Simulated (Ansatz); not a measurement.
# One shape, several levels: GeH2SO (SMILES [OH][Ge][SH])

Wanted: a comparison of 6 runs (HF/STO-3G, B2PLYP/def2-SVPD, BHLYP/def2-SVPD, PBE/def2-SVPD, wB97M-V/def2-SVPD, CCSD(T)/def2-SVPD) of GeH2SO. 

The results are computed with Ansatz 0.2.0.

50 further runs of the same task are left out: 50 set aside as unsound or not needed. Runs told in other sessions of the task aren't counted.

**1. The molecule**

GeH2SO: 5 atoms, total charge 0, spin state singlet. SMILES: `[OH][Ge][SH]`. The O1–H4 distance was set to 1.731 Å, away from the relaxed value. At this shape a bond of the SMILES string is far longer than usual.

Bond lengths: O1–Ge2 1.782 Å, Ge2–S3 2.260 Å, S3–H5 1.343 Å. Angles: O1–Ge2–S3 97.9°, Ge2–S3–H5 93.6°.

**2. The energy at HF/STO-3G (run 1)**

The input, run.yaml:

```yaml
crystal:
  periodic: [false, false, false]
  atoms:
    - symbol: O
      position_ang: [-1.916824, -0.502159, 0.270515]
    - symbol: Ge
      position_ang: [-1.468224, 1.128041, -0.293485]
    - symbol: S
      position_ang: [0.772476, 0.835641, -0.335585]
    - symbol: H
      position_ang: [-0.632500, -1.625200, 0.561400]
    - symbol: H
      position_ang: [1.011876, 2.086541, -0.761385]
basis:
  gaussian:
    orbitals: STO-3G
accuracy: high
hamiltonian:
  xc: hf
output: {orbitals: {seedname: orbitals}}
```

Started as:

```console
$ ansatz run run.yaml --threads 1 --pin off --max-ram 2610MiB --events-out events.jsonl --progress --plain --runs-dir runs
```

Log:

```text
Warning: RAYON_NUM_THREADS=1 ignored (pool sized by the plan → 1); use --threads N
Functional definition: HF
  name "HF"
  exchange = exact_x
  correlation = 0
545 factors; integrals over basis functions are off by at most 6.8e-9 eV
mean field evaluation 1: about -68561.0975 eV, gradient 2.9e1 eV
mean field evaluation 2: about -68561.1607 eV, gradient 2.9e1 eV
mean field evaluation 4: about -68565.2187 eV, gradient 2.5e0 eV
mean field evaluation 8: about -68565.2937 eV, gradient 4.4e-2 eV
mean field -68565.28901626 eV, -2519.7278961256 hartree, gradient 2.1e-8 eV, S^2 0.000000; 0 other end points of the search recorded, 0 dependent functions left out
reference -68565.28901626 eV, -2519.7278961256 hartree; 29, 29 occupied and 5, 5 virtual orbitals, 545 factors
Total energy: -68565.28901626 eV, -2519.7278961256 hartree
```

It took 0.34 s on 1 thread of Arm Neoverse V2, shared host.

**3. The energy at B2PLYP/def2-SVPD (run 2)**

The input, molecule.yaml:

```yaml
crystal:
  periodic: [false, false, false]
  atoms:
    - symbol: O
      position_ang: [-1.916824, -0.502159, 0.270515]
    - symbol: Ge
      position_ang: [-1.468224, 1.128041, -0.293485]
    - symbol: S
      position_ang: [0.772476, 0.835641, -0.335585]
    - symbol: H
      position_ang: [-0.632500, -1.625200, 0.561400]
    - symbol: H
      position_ang: [1.011876, 2.086541, -0.761385]
basis:
  gaussian:
    orbitals: def2-SVPD
hamiltonian:
  xc: {name: B2PLYP}
correlation:
  frozen_orbitals: {Ge: 9, H: 0, O: 1, S: 5}
accuracy: high
output:
  orbitals: {seedname: orbitals}
```

Started as:

```console
$ ansatz run molecule.yaml --threads 1 --pin off --max-ram 2610MiB --events-out events.jsonl --progress --plain --runs-dir runs
```

Log, shortened:

```text
Warning: RAYON_NUM_THREADS=1 ignored (pool sized by the plan → 1); use --threads N
Functional definition: B2PLYP
  name "B2PLYP"
[...]
2007 factors; integrals over basis functions are off by at most 4.4e-9 eV
[...]
mean field -69398.08420852 eV, -2550.3325549521 hartree, gradient 5.0e-8 eV, S^2 0.000000; 0 other end points of the search recorded, 0 dependent functions left out; unrestricted orbitals would lower it
15 core orbitals not correlated: weight in the atoms' cores, before any rotation towards them, 1.000 or more for the frozen orbitals, at most 0.000 for the correlated occupied ones
reference -69398.08423057 eV, -2550.3325557625 hartree; 14, 14 occupied and 75, 75 virtual orbitals, 2007 factors
second order -20.79733253 eV of doubles, -0.00000000 eV of singles
Total energy: -69403.69951035 eV, -2550.5389134884 hartree
```

Wall time 16 s (1 thread of Arm Neoverse V2, shared host); peak memory 0.36 GiB.

**4. A single-point energy at BHLYP/def2-SVPD (run 3)**

The input, job.yaml:

```yaml
crystal:
  periodic: [false, false, false]
  atoms:
    - {symbol: O, position_ang: [-1.916824, -0.502159, 0.270515]}
    - {symbol: Ge, position_ang: [-1.468224, 1.128041, -0.293485]}
    - {symbol: S, position_ang: [0.772476, 0.835641, -0.335585]}
    - {symbol: H, position_ang: [-0.632500, -1.625200, 0.561400]}
    - {symbol: H, position_ang: [1.011876, 2.086541, -0.761385]}
basis:
  gaussian: {orbitals: def2-SVPD}
total_charge: 0
magnetization: {spin_polarized: false}
hamiltonian: {xc: {name: BHLYP}}
accuracy: high
output: {orbitals: {seedname: orbitals}}
```

Started as:

```console
$ ansatz run job.yaml --threads 1 --pin off --max-ram 2610MiB --events-out events.jsonl --progress --plain --runs-dir runs
```

Log:

```text
Warning: RAYON_NUM_THREADS=1 ignored (pool sized by the plan → 1); use --threads N
Functional definition: BHLYP
  name "BHLYP"
  parameter a = 0.5
  exchange = (1 - a)*b88_x + a*exact_x
  correlation = lyp_c
2007 factors; integrals over basis functions are off by at most 4.4e-9 eV
mean field evaluation 1: about -69409.6938 eV, gradient 5.6e1 eV
mean field evaluation 2: about -69373.2470 eV, gradient 1.3e2 eV
mean field evaluation 4: about -69416.7074 eV, gradient 6.4e0 eV
mean field evaluation 8: about -69416.9750 eV, gradient 5.6e-1 eV
mean field evaluation 16: about -69416.9759 eV, gradient 6.0e-4 eV
mean field -69416.97590864 eV, -2551.0268121264 hartree, gradient 3.6e-8 eV, S^2 0.000000; 0 other end points of the search recorded, 0 dependent functions left out
reference -69416.97593225 eV, -2551.0268129940 hartree; 29, 29 occupied and 75, 75 virtual orbitals, 2007 factors
Total energy: -69416.97593225 eV, -2551.0268129940 hartree
```

Run time: 13 s. Hardware: 1 thread of Arm Neoverse V2, shared host; peak memory 0.36 GiB.

Runs 4 to 5 aren't shown in full; the table further down has their settings and results.

**5. The energy at CCSD(T)/def2-SVPD (run 6)**

The input, in.yaml:

```yaml
crystal:
  periodic: [false, false, false]
  atoms:
    - {symbol: O, position_ang: [-1.916824, -0.502159, 0.270515]}
    - {symbol: Ge, position_ang: [-1.468224, 1.128041, -0.293485]}
    - {symbol: S, position_ang: [0.772476, 0.835641, -0.335585]}
    - {symbol: H, position_ang: [-0.632500, -1.625200, 0.561400]}
    - {symbol: H, position_ang: [1.011876, 2.086541, -0.761385]}
basis:
  gaussian:
    orbitals: def2-SVPD
correlation:
  method: ccsd_t
  frozen_orbitals: {Ge: 9, H: 0, O: 1, S: 5}
accuracy: high
scf:
  omitted_lower_state_checks: [cluster_reference, increment]
```

Started as:

```console
$ ansatz run in.yaml --threads 1 --pin off --max-ram 2610MiB --events-out events.jsonl --progress --plain --runs-dir runs
```

Log:

```text
Warning: RAYON_NUM_THREADS=1 ignored (pool sized by the plan → 1); use --threads N
[... 12 lines left out ...]
15 core orbitals not correlated: weight in the atoms' cores, before any rotation towards them, 1.000 or more for the frozen orbitals, at most 0.000 for the correlated occupied ones
[... 30 lines left out ...]
Total energy: -69361.99035040 eV, -2549.0061301316 hartree
Checks for a lower state left out: cluster_reference, increment
```

It took 47 s on 1 thread of Arm Neoverse V2, shared host; peak memory 0.67 GiB.

**6. The series**

```
run              level  frozen core orbitals   energy (Eh)  HOMO energy (eV)  LUMO energy (eV)  HOMO–LUMO gap (eV)  wall time
  1          HF/STO-3G                     –  -2519.727896             -6.10              5.02               11.12     0.34 s
  2   B2PLYP/def2-SVPD                    15  -2550.538913             -8.24             -2.52                5.73       16 s
  3    BHLYP/def2-SVPD                     –  -2551.026813             -8.33             -2.81                5.52       13 s
  4      PBE/def2-SVPD                     –  -2550.562621             -6.63             -4.60                2.03      8.4 s
  5  wB97M-V/def2-SVPD                     –  -2550.946550             -9.45             -1.80                7.65       80 s
  6  CCSD(T)/def2-SVPD                    15  -2549.006130                 –                 –                   –       47 s
```

**7. Outcome**

```
                                           quantity           value
                                run 6: total energy  -2549.00613 Eh
run 6: correlation energy (15 core orbitals frozen)      -641.6 mEh
                              run 6: (T) correction      -27.79 mEh
                               run 6: T1 diagnostic           0.022
```

**Reading.** Over runs 1, 2, 3, 4, 5 the HOMO–LUMO gap runs from 2.03 eV (PBE/def2-SVPD) to 11.12 eV (HF/STO-3G). The two ends differ in method and basis. Totals of different functionals can't be ranked against each other. In runs 2, 6 the log says that unrestricted orbitals would lower the reference, so the values rest on an unstable closed-shell determinant (other closed-shell runs at this shape may share the fault). In run 1 the basis is minimal, so the values are rough. In all runs a closed-shell determinant meets a far-stretched bond; if it breaks into open shells, such a determinant describes it badly, and no broken-symmetry solution was shown. All runs together took 2.7 min, the longest 80 s.
